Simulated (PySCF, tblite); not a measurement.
**C₂H₉AsSi: a rotation path, then NMR shifts on frames**

How do NMR shifts of C₂H₉AsSi (`[SiH3]CC[AsH2]`) change as the atoms move?

Computed with tblite 0.8.0 and PySCF 2.14.0, with density-fitted response routines of our own, on a single molecule in the gas phase. Atoms are numbered from 0 throughout.

## 1. The starting structure

13 atoms, charge 0, multiplicity 1; geometry from: GFN2-xTB.

Bonds of the start (Å): Si0–C1 1.90, C1–C2 1.53, C2–As3 1.99, Si0–H4 1.47, Si0–H5 1.46, Si0–H6 1.47, C1–H7 1.09, C1–H8 1.09, C2–H9 1.09, C2–H10 1.09, As3–H11 1.50, As3–H12 1.50.

## 2. The rotation path with GFN2-xTB

Job settings and geometry (Å):

```
{"job": {"kind": "neb", "xc": "GFN2-xTB", "basis": "xTB", "atoms": [0, 1, 2, 3], "turn": 120}, "charge": 0, "multiplicity": 1}
Si    -2.017808    -0.309972    -0.680451
C     -0.358662    -0.446658     0.237486
C      0.664999     0.577271    -0.242676
As     2.384927     0.392453     0.745231
H     -2.561832     1.035173    -0.478231
H     -2.942109    -1.315498    -0.155475
H     -1.793393    -0.536369    -2.110392
H     -0.519798    -0.317932     1.312500
H      0.053810    -1.452402     0.109005
H      0.837876     0.469055    -1.315818
H      0.284774     1.589565    -0.074313
H      2.784145    -0.869826     0.029958
H      3.178682     1.185625    -0.255801
```

Level: GFN2-xTB climbing-image nudged elastic band, gas phase.

Started as:

```bash
> OMP_NUM_THREADS=1 python probes_run.py task.json out
```

One launch serves the whole session: the jobs run in the order shown.

Standard output:

```text
image   E - E0 / eV
  0      -0.0000
  1       0.0193
  2       0.0610
  3       0.1010
  4       0.1143
  5       0.0916
  6       0.0516
  7       0.0244
  8      -0.0023
```

It took 1.3 s on 1 thread of AMD EPYC 9R45, shared host; peak memory 0.18 GiB.

The final band, with the dihedral Si0–C1–C2–As3:

```tsv
image	dihedral (°)	energy (eV)	energy (kcal/mol)
0	-180	0.000	0.0
1	-165	0.019	0.4
2	-150	0.061	1.4
3	-135	0.101	2.3
4	-121	0.114	2.6
5	-106	0.092	2.1
6	-91	0.052	1.2
7	-76	0.024	0.6
8	-64	-0.002	-0.1
```

## 3. Nuclear shieldings: image 0, PBE0/pcSseg-1

Job settings and geometry (Å):

```
{"job": {"kind": "nmr", "xc": "PBE0", "basis": "pcSseg-1", "pop": false}, "charge": 0, "multiplicity": 1}
Si    -2.017800    -0.310000    -0.680500
C     -0.358700    -0.446700     0.237500
C      0.665000     0.577300    -0.242700
As     2.384900     0.392500     0.745200
H     -2.561800     1.035200    -0.478200
H     -2.942100    -1.315500    -0.155500
H     -1.793400    -0.536400    -2.110400
H     -0.519800    -0.317900     1.312500
H      0.053800    -1.452400     0.109000
H      0.837900     0.469100    -1.315800
H      0.284800     1.589600    -0.074300
H      2.784100    -0.869800     0.030000
H      3.178700     1.185600    -0.255800
```

Method: GIAO PBE0/pcSseg-1 NMR shielding, non-relativistic, gas phase.

Standard output:

```text
coarse grid: 46352 points
cycle   1  E = -2606.1839997277  dE = -8.345e-01  |g| = 7.218e-01  |ddm| = 3.149e+00
cycle   2  E = -2606.1707603797  dE =  1.324e-02  |g| = 5.930e-01  |ddm| = 6.439e-01
cycle   3  E = -2606.2145644885  dE = -4.380e-02  |g| = 1.454e-01  |ddm| = 5.221e-01
cycle   4  E = -2606.2197765204  dE = -5.212e-03  |g| = 3.493e-02  |ddm| = 1.696e-01
cycle   5  E = -2606.2200384509  dE = -2.619e-04  |g| = 5.580e-03  |ddm| = 3.076e-02
cycle   6  E = -2606.2200452415  dE = -6.791e-06  |g| = 1.354e-03  |ddm| = 7.306e-03
final grid: 95768 points
cycle   7  E = -2606.2200941889  dE =  8.732e-08  |g| = 1.567e-03  |ddm| = 3.459e-03
cycle   8  E = -2606.2200938852  dE =  3.037e-07  |g| = 1.937e-03  |ddm| = 3.050e-03
cycle   9  E = -2606.2200948252  dE = -9.400e-07  |g| = 8.003e-05  |ddm| = 1.615e-03
cycle  10  E = -2606.2200948268  dE = -1.590e-09  |g| = 1.448e-05  |ddm| = 1.120e-04
cycle  11  E = -2606.2200948268  dE = -3.456e-11  |g| = 3.320e-06  |ddm| = 1.601e-05
converged SCF energy = -2606.2200948268

GIAO shielding tensors (ppm)
atom      isotropic    diamagn.    paramagn.     s11        s22        s33       span
  0 Si     417.972     879.496    -461.524    388.964    396.752    468.200     79.236
  1 C      174.646     251.820     -77.174    164.123    168.132    191.682     27.559
  2 C      169.781     248.814     -79.033    153.109    170.225    186.010     32.901
  3 As    1703.398    2873.788   -1170.390   1525.923   1644.731   1939.540    413.618
  4 H       27.946      28.912      -0.966     24.566     26.330     32.942      8.376
  5 H       27.686      28.499      -0.813     24.111     25.302     33.645      9.534
  6 H       27.936      29.010      -1.074     24.506     26.371     32.931      8.425
  7 H       30.670      31.445      -0.776     25.344     30.695     35.970     10.626
  8 H       30.959      32.056      -1.097     25.199     31.445     36.233     11.034
  9 H       29.438      31.901      -2.463     22.407     30.241     35.666     13.258
 10 H       30.478      31.422      -0.944     24.222     30.469     36.744     12.522
 11 H       28.832      29.125      -0.293     21.637     25.209     39.650     18.013
 12 H       28.284      28.593      -0.309     20.751     23.941     40.159     19.408
```

It took 11 s on 1 thread of AMD EPYC 9R45, shared host; peak memory 0.83 GiB.

The references, computed at this level on geometries of the same kind, shield at (ppm): 1H TMS 31.72, 13C TMS 186.9, 29Si TMS 349.2, 75As AsH3 1989. Their shielding less the atom's gives the shift. The references are single molecules in the gas phase. Shifts against hydride references such as AlH4− lie on their own scale. Each atom is listed at this fixed geometry, with no averaging over motion; a spectrum would average atoms that exchange fast.

```tsv
atoms	environment	σ (ppm)	δ (ppm)
C2	sp3 CH2 bonded to As	169.8	17.1
C1	sp3 CH2 bonded to Si	174.6	12.3
H5	hydrogen on a silicon bonded to C	27.69	4.03
H6	hydrogen on a silicon bonded to C	27.94	3.78
H4	hydrogen on a silicon bonded to C	27.95	3.77
H12	hydrogen on an arsenic bonded to C	28.28	3.43
H11	hydrogen on an arsenic bonded to C	28.83	2.89
H9	hydrogen on an sp3 CH2 bonded to As	29.44	2.28
H10	hydrogen on an sp3 CH2 bonded to As	30.48	1.24
H7	hydrogen on an sp3 CH2 bonded to Si	30.67	1.05
H8	hydrogen on an sp3 CH2 bonded to Si	30.96	0.76
Si0	silicon bonded to C, 3 H	418.0	-68.8
As3	arsenic bonded to C, 2 H	1703	285
```

Orbitals, density, ELF and potential are computed afterwards from the orbital file.

Frontier orbitals at PBE0/pcSseg-1, with the share of their density that lies nearest to each atom:

```tsv
orbital	energy (eV)	lies on
HOMO	-7.29	As3 58 %; C2 11 %; H11, H12 about 8 % each
LUMO	0.27	As3 24 %; H12 11 %; 4 H atoms about 8 % each
```

ELF in a plane through or near 5 of the atoms.

Ten even steps from '0' (0.00) to '9' (1.00):
```
0000000000000000000000000000
0000000000000000000000000000
0000000000000000000000000000
0000000000000231000000000000
0000001331002896100168510000
0000013563005998200499950000
0000026886106999302899992000
0000026886203898544999994000
0000024324323635861699993000
0000134113666857926369851000
0002798524742766714714310000
0005999953642431301122100000
0006999941356510135763100000
0003999920134310036763000000
0000488500001100014542000000
0000023100000000002321000000
0000000000000000000000000000
0000000000000000000000000000
0000000000000000000000000000
0000000000000000000000000000
```
The map spans 11.8 Å across and 8.1 Å up, centred on the molecule. Atoms in the plane (x, y in Å): Si0 (2.1, -0.1), C2 (-0.7, -0.5), H5 (3.1, 0.9), H8 (0.1, 1.4), H12 (-3.3, -0.8).

On the surface of density 0.002 e/bohr³ the electrostatic potential runs, from the 1st to the 99th percentile, from -0.72 V near As3 to 0.91 V near H6.

## 4. NMR shieldings: image 2, PBE0/pcSseg-1

Job settings and geometry (Å):

```
{"job": {"kind": "nmr", "xc": "PBE0", "basis": "pcSseg-1", "pop": false}, "charge": 0, "multiplicity": 1}
Si    -1.908000    -0.396600    -0.766900
C     -0.416500    -0.339900     0.410800
C      0.633000     0.683700    -0.028600
As     2.467600     0.134000     0.518700
H     -2.500500     0.938100    -0.873500
H     -2.891000    -1.358500    -0.267500
H     -1.421000    -0.818600    -2.083700
H     -0.736600    -0.123100     1.432200
H      0.031700    -1.339600     0.440400
H      0.618900     0.812000    -1.113800
H      0.410300     1.660100     0.410800
H      2.553400    -0.937700    -0.535300
H      3.154400     1.086600    -0.422500
```

With the program's defaults for keys left out, this is: GIAO PBE0/pcSseg-1 NMR shielding, non-relativistic, gas phase.

Standard output:

```text
coarse grid: 46352 points
cycle   1  E = -2606.1814821597  dE = -8.350e-01  |g| = 7.221e-01  |ddm| = 3.149e+00
cycle   2  E = -2606.1680322204  dE =  1.345e-02  |g| = 5.940e-01  |ddm| = 6.488e-01
cycle   3  E = -2606.2119853016  dE = -4.395e-02  |g| = 1.462e-01  |ddm| = 5.263e-01
cycle   4  E = -2606.2172508609  dE = -5.266e-03  |g| = 3.519e-02  |ddm| = 1.702e-01
cycle   5  E = -2606.2175160016  dE = -2.651e-04  |g| = 5.600e-03  |ddm| = 3.086e-02
cycle   6  E = -2606.2175228571  dE = -6.855e-06  |g| = 1.362e-03  |ddm| = 7.342e-03
final grid: 95768 points
cycle   7  E = -2606.2175565855  dE =  1.279e-07  |g| = 1.576e-03  |ddm| = 3.048e-03
cycle   8  E = -2606.2175562736  dE =  3.119e-07  |g| = 1.951e-03  |ddm| = 3.047e-03
cycle   9  E = -2606.2175572280  dE = -9.544e-07  |g| = 8.031e-05  |ddm| = 1.622e-03
cycle  10  E = -2606.2175572296  dE = -1.580e-09  |g| = 1.468e-05  |ddm| = 1.093e-04
cycle  11  E = -2606.2175572296  dE = -4.729e-11  |g| = 2.743e-06  |ddm| = 1.534e-05
converged SCF energy = -2606.2175572296

GIAO shielding tensors (ppm)
atom      isotropic    diamagn.    paramagn.     s11        s22        s33       span
  0 Si     418.926     879.606    -460.680    389.893    399.037    467.850     77.958
  1 C      177.244     251.250     -74.007    159.673    174.572    197.485     37.812
  2 C      172.646     248.330     -75.684    154.538    171.537    191.863     37.326
  3 As    1704.727    2873.984   -1169.257   1516.790   1664.516   1932.875    416.085
  4 H       27.968      29.014      -1.045     24.620     26.216     33.069      8.449
  5 H       27.723      28.593      -0.870     24.081     25.247     33.841      9.760
  6 H       27.967      29.287      -1.319     24.384     26.781     32.737      8.352
  7 H       30.490      31.136      -0.646     25.568     29.025     36.876     11.308
  8 H       31.190      31.992      -0.802     24.917     32.749     35.904     10.987
  9 H       29.605      32.145      -2.540     22.322     30.591     35.904     13.582
 10 H       30.352      31.031      -0.679     24.567     29.542     36.949     12.382
 11 H       28.849      29.275      -0.425     21.543     25.559     39.446     17.903
 12 H       28.316      28.641      -0.325     20.764     23.930     40.253     19.489
```

It took 7.7 s on 1 thread of AMD EPYC 9R45, shared host; peak memory 0.84 GiB.

In short: δ C2 14.3, C1 9.7, Si0 -69.8, As3 284, H5 3.99, H6 3.75 ppm.

## 5. Shielding tensors: image 4, PBE0/pcSseg-1

Job settings and geometry (Å):

```
{"job": {"kind": "nmr", "xc": "PBE0", "basis": "pcSseg-1", "pop": false}, "charge": 0, "multiplicity": 1}
Si    -1.756800    -0.496400    -0.840900
C     -0.477600    -0.241800     0.541400
C      0.627600     0.752200     0.151800
As     2.430900    -0.083800     0.231400
H     -2.344900     0.803700    -1.176700
H     -2.794100    -1.420700    -0.380800
H     -1.078800    -1.043100    -2.019200
H     -0.982800     0.098500     1.447500
H     -0.038600    -1.213500     0.796000
H      0.465900     1.154000    -0.851800
H      0.625400     1.607700     0.833800
H      2.227300    -0.901100    -1.014500
H      3.092200     0.984800    -0.597200
```

With the program's defaults for keys left out, this is: GIAO PBE0/pcSseg-1 NMR shielding, non-relativistic, gas phase.

Standard output:

```text
coarse grid: 46352 points
cycle   1  E = -2606.1793739304  dE = -8.354e-01  |g| = 7.225e-01  |ddm| = 3.151e+00
cycle   2  E = -2606.1658086108  dE =  1.357e-02  |g| = 5.951e-01  |ddm| = 6.493e-01
cycle   3  E = -2606.2097381062  dE = -4.393e-02  |g| = 1.465e-01  |ddm| = 5.256e-01
cycle   4  E = -2606.2150233285  dE = -5.285e-03  |g| = 3.539e-02  |ddm| = 1.684e-01
cycle   5  E = -2606.2152912978  dE = -2.680e-04  |g| = 5.624e-03  |ddm| = 3.087e-02
cycle   6  E = -2606.2152982297  dE = -6.932e-06  |g| = 1.349e-03  |ddm| = 7.402e-03
final grid: 95768 points
cycle   7  E = -2606.2152881793  dE =  1.271e-07  |g| = 1.610e-03  |ddm| = 3.112e-03
cycle   8  E = -2606.2152878490  dE =  3.303e-07  |g| = 1.999e-03  |ddm| = 3.116e-03
cycle   9  E = -2606.2152888490  dE = -1.000e-06  |g| = 7.774e-05  |ddm| = 1.657e-03
cycle  10  E = -2606.2152888505  dE = -1.527e-09  |g| = 1.578e-05  |ddm| = 1.121e-04
cycle  11  E = -2606.2152888506  dE = -4.411e-11  |g| = 3.029e-06  |ddm| = 1.694e-05
converged SCF energy = -2606.2152888506

GIAO shielding tensors (ppm)
atom      isotropic    diamagn.    paramagn.     s11        s22        s33       span
  0 Si     419.860     879.655    -459.795    390.191    401.871    467.517     77.326
  1 C      180.275     250.669     -70.394    157.875    178.538    204.412     46.537
  2 C      175.616     247.565     -71.949    157.400    172.477    196.969     39.569
  3 As    1721.826    2874.446   -1152.620   1546.999   1680.692   1937.786    390.787
  4 H       27.952      29.152      -1.200     24.542     26.130     33.184      8.642
  5 H       27.782      28.671      -0.888     24.129     25.214     34.004      9.875
  6 H       27.892      29.356      -1.464     24.096     27.210     32.371      8.275
  7 H       30.418      30.971      -0.553     24.946     28.481     37.827     12.882
  8 H       31.229      31.516      -0.287     25.132     32.553     36.001     10.870
  9 H       29.799      31.970      -2.171     23.108     30.246     36.043     12.935
 10 H       30.148      30.651      -0.503     23.960     29.149     37.334     13.374
 11 H       28.780      29.470      -0.690     21.261     25.806     39.272     18.011
 12 H       28.454      28.771      -0.317     20.732     23.905     40.726     19.994
```

Wall time 7.6 s (1 thread of AMD EPYC 9R45, shared host); peak memory 0.84 GiB.

This run: δ C2 11.3, C1 6.6, Si0 -70.7, As3 267, H5 3.93, H6 3.82 ppm.

## 6. Shielding tensors: image 6, PBE0/pcSseg-1

Job settings and geometry (Å):

```
{"job": {"kind": "nmr", "xc": "PBE0", "basis": "pcSseg-1", "pop": false}, "charge": 0, "multiplicity": 1}
Si    -1.580700    -0.598700    -0.887300
C     -0.541400    -0.147200     0.638800
C      0.639100     0.771200     0.313700
As     2.292300    -0.252800    -0.097000
H     -2.087200     0.650500    -1.466900
H     -2.697100    -1.446900    -0.467000
H     -0.761000    -1.301000    -1.878400
H     -1.193100     0.336900     1.371900
H     -0.173300    -1.058600     1.122900
H      0.396000     1.445400    -0.511900
H      0.871800     1.400700     1.180600
H      1.843000    -0.713700    -1.453000
H      2.987000     0.914600    -0.745300
```

Method: GIAO PBE0/pcSseg-1 NMR shielding, non-relativistic, gas phase.

Standard output:

```text
coarse grid: 46352 points
cycle   1  E = -2606.1811284799  dE = -8.293e-01  |g| = 7.227e-01  |ddm| = 3.145e+00
cycle   2  E = -2606.1675358943  dE =  1.359e-02  |g| = 5.955e-01  |ddm| = 6.419e-01
cycle   3  E = -2606.2115424404  dE = -4.401e-02  |g| = 1.462e-01  |ddm| = 5.205e-01
cycle   4  E = -2606.2168092453  dE = -5.267e-03  |g| = 3.552e-02  |ddm| = 1.679e-01
cycle   5  E = -2606.2170793088  dE = -2.701e-04  |g| = 5.633e-03  |ddm| = 3.081e-02
cycle   6  E = -2606.2170862662  dE = -6.957e-06  |g| = 1.325e-03  |ddm| = 7.474e-03
final grid: 95768 points
cycle   7  E = -2606.2170423149  dE =  1.069e-07  |g| = 1.560e-03  |ddm| = 2.806e-03
cycle   8  E = -2606.2170420149  dE =  3.001e-07  |g| = 1.928e-03  |ddm| = 3.021e-03
cycle   9  E = -2606.2170429422  dE = -9.274e-07  |g| = 7.817e-05  |ddm| = 1.587e-03
cycle  10  E = -2606.2170429438  dE = -1.578e-09  |g| = 1.618e-05  |ddm| = 1.123e-04
cycle  11  E = -2606.2170429439  dE = -6.094e-11  |g| = 2.760e-06  |ddm| = 1.704e-05
converged SCF energy = -2606.2170429439

GIAO shielding tensors (ppm)
atom      isotropic    diamagn.    paramagn.     s11        s22        s33       span
  0 Si     420.488     879.703    -459.215    384.501    410.002    466.961     82.460
  1 C      178.346     250.796     -72.451    159.320    176.778    198.940     39.620
  2 C      173.036     247.422     -74.386    156.184    170.992    191.932     35.748
  3 As    1735.320    2874.722   -1139.403   1581.962   1682.445   1941.552    359.591
  4 H       27.970      29.248      -1.278     24.664     25.962     33.282      8.618
  5 H       27.816      28.727      -0.910     24.256     25.289     33.904      9.649
  6 H       27.704      29.383      -1.679     23.447     27.929     31.736      8.290
  7 H       30.338      30.766      -0.428     24.409     28.272     38.334     13.925
  8 H       30.927      31.085      -0.158     25.708     30.988     36.085     10.376
  9 H       29.618      31.669      -2.051     23.900     29.094     35.861     11.960
 10 H       29.931      30.328      -0.398     23.182     28.969     37.641     14.459
 11 H       28.622      29.623      -1.001     20.598     25.970     39.297     18.699
 12 H       28.573      28.877      -0.304     21.015     23.944     40.759     19.744
```

Run time: 7.7 s. Hardware: 1 thread of AMD EPYC 9R45, shared host; peak memory 0.85 GiB.

This run: δ C2 13.9, C1 8.6, Si0 -71.3, As3 253, H6 4.01, H5 3.90 ppm.

## 7. Nuclear shieldings: image 8, PBE0/pcSseg-1

Job settings and geometry (Å):

```
{"job": {"kind": "nmr", "xc": "PBE0", "basis": "pcSseg-1", "pop": false}, "charge": 0, "multiplicity": 1}
Si    -1.482800    -0.725000    -0.874300
C     -0.597800    -0.088700     0.683900
C      0.657000     0.729600     0.393600
As     2.088500    -0.328800    -0.489100
H     -1.709500     0.399800    -1.789500
H     -2.769600    -1.292600    -0.464000
H     -0.665900    -1.754400    -1.531800
H     -1.291600     0.518900     1.273100
H     -0.329500    -0.942200     1.314900
H      0.408000     1.599800    -0.219300
H      1.076300     1.105300     1.335800
H      1.606100    -0.078800    -1.889800
H      3.006300     0.857500    -0.622500
```

Level: GIAO PBE0/pcSseg-1 NMR shielding, non-relativistic, gas phase.

Standard output:

```text
coarse grid: 46352 points
cycle   1  E = -2606.1819360459  dE = -8.227e-01  |g| = 7.240e-01  |ddm| = 3.151e+00
cycle   2  E = -2606.1679789807  dE =  1.396e-02  |g| = 5.983e-01  |ddm| = 6.455e-01
cycle   3  E = -2606.2127781577  dE = -4.480e-02  |g| = 1.461e-01  |ddm| = 5.272e-01
cycle   4  E = -2606.2180590434  dE = -5.281e-03  |g| = 3.582e-02  |ddm| = 1.724e-01
cycle   5  E = -2606.2183336390  dE = -2.746e-04  |g| = 5.684e-03  |ddm| = 3.100e-02
cycle   6  E = -2606.2183407683  dE = -7.129e-06  |g| = 1.324e-03  |ddm| = 7.619e-03
final grid: 95768 points
cycle   7  E = -2606.2183642781  dE =  9.479e-08  |g| = 1.537e-03  |ddm| = 3.225e-03
cycle   8  E = -2606.2183639951  dE =  2.829e-07  |g| = 1.889e-03  |ddm| = 2.953e-03
cycle   9  E = -2606.2183648833  dE = -8.881e-07  |g| = 7.999e-05  |ddm| = 1.557e-03
cycle  10  E = -2606.2183648849  dE = -1.582e-09  |g| = 1.584e-05  |ddm| = 1.160e-04
cycle  11  E = -2606.2183648849  dE = -4.911e-11  |g| = 2.820e-06  |ddm| = 1.703e-05
converged SCF energy = -2606.2183648849

GIAO shielding tensors (ppm)
atom      isotropic    diamagn.    paramagn.     s11        s22        s33       span
  0 Si     421.645     879.638    -457.993    386.428    416.656    461.850     75.422
  1 C      175.930     250.875     -74.945    160.802    174.206    192.783     31.982
  2 C      170.281     247.207     -76.927    155.461    168.957    186.425     30.964
  3 As    1735.291    2874.806   -1139.515   1616.876   1669.743   1919.254    302.377
  4 H       28.012      29.331      -1.319     24.810     26.162     33.063      8.253
  5 H       27.855      28.710      -0.855     24.394     25.263     33.907      9.514
  6 H       27.681      29.129      -1.448     23.520     28.037     31.485      7.965
  7 H       30.334      30.604      -0.270     24.514     28.062     38.427     13.913
  8 H       30.653      30.883      -0.230     26.176     29.349     36.434     10.259
  9 H       29.357      31.286      -1.929     23.661     28.575     35.836     12.175
 10 H       29.873      30.273      -0.400     22.917     28.987     37.715     14.798
 11 H       28.651      29.570      -0.919     21.051     25.668     39.234     18.183
 12 H       28.624      28.914      -0.291     21.394     23.792     40.685     19.292
```

Run time: 7.6 s. Hardware: 1 thread of AMD EPYC 9R45, shared host; peak memory 0.75 GiB.

In short: δ C2 16.6, C1 11.0, Si0 -72.5, As3 253, H6 4.04, H5 3.86 ppm.

## 8. Side by side: NMR shifts

Shifts (ppm) of some atoms, chosen among heavy atoms and hydrogens apart, with basis size and wall time:

```tsv
frame	C2	C1	H9	H10	H8	Si0	As3	functions	time
image 0	17.1	12.3	2.28	1.24	0.76	-68.8	285	144	11 s
image 2	14.3	9.7	2.11	1.36	0.53	-69.8	284	144	7.7 s
image 4	11.3	6.6	1.92	1.57	0.49	-70.7	267	144	7.6 s
image 6	13.9	8.6	2.10	1.79	0.79	-71.3	253	144	7.7 s
image 8	16.6	11.0	2.36	1.84	1.06	-72.5	253	144	7.6 s
```

## 9. Outcome

| quantity | value |
| --- | --- |
| barrier | 0.114 eV (2.6 kcal/mol) at image 4 |
| end to end (GFN2-xTB) | -0.002 eV |
| 13C shifts against TMS (PBE0/pcSseg-1, image 0) | 17.1, 12.3 ppm |
| 1H shifts against TMS (PBE0/pcSseg-1, image 0) | 4.03, 3.78, 3.77, 3.43, 2.89, 2.28, 1.24, 1.05, 0.76 ppm |
| 29Si shifts against TMS (PBE0/pcSseg-1, image 0) | -68.8 ppm |
| 75As shifts against AsH3 (PBE0/pcSseg-1, image 0) | 285 ppm |
| surface potential, 1st and 99th percentile | -0.72 V and 0.91 V |
| range of the shift of As3 | 253 to 285 ppm |

In words: Along the band the dihedral turns by 116°, and the top (dihedral -121°) lies 2.6 kcal/mol above the start (GFN2-xTB, rough), so at room temperature this motion is fast. The top was not checked by a frequency run. Shifts at one fixed geometry are not the observed spectrum, which averages over the motion. In the first frame run (image 0): The largest span, 414 ppm, is at As3, where the paramagnetic term is -1170 ppm. In ppm, As3 moves most: its shift spreads over 32 ppm, from 253 (image 6) to 285 (image 0). Spin-orbit coupling is left out, which matters for shieldings and couplings at and beside the heavy atoms.
